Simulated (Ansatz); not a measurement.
The system is KZr2.

```xyz
3
Lattice="0.0000 3.5791 3.5791 3.5791 0.0000 3.5791 3.5791 3.5791 0.0000" Properties=species:S:1:pos:R:3 pbc="T T T"
K     0.0000    0.0000    0.0000
Zr    1.7896    1.7896    1.7896
Zr    5.3687    5.3687    5.3687
```

The cell was built by a generator and needn't be a form met in nature.

Base run:

```yaml
Program: Ansatz 0.2.0
Functional: BLYP
Potentials_or_basis: Ansatz PAW
Cutoff: "420 eV (not typed: the program's choice for these potentials)"
k_mesh: 7 × 7 × 7
Occupations: fermi-dirac, width 0.05 eV
Spin: no spin polarisation
```

Its results: band gap on the k mesh none (metal or under the smearing width); pressure 1.8 GPa.

Q: After a change of settings the same cell gave: band gap on the k mesh none (metal or under the smearing width); pressure -3.7 GPa. Which change was it?
A. functional from BLYP to LDA
B. functional from BLYP to revPBE
C. functional from BLYP to PBEsol
D. functional from BLYP to RPBE

A: A.

LDA binds more tightly than BLYP, so the same cell stands under less pressure.

Caveats: the PAW data sets come from PBE, with cores solved anew for the run's functional, which leaves a small shift of forces and pressure.

Runs at the PBE level aren't shown here.
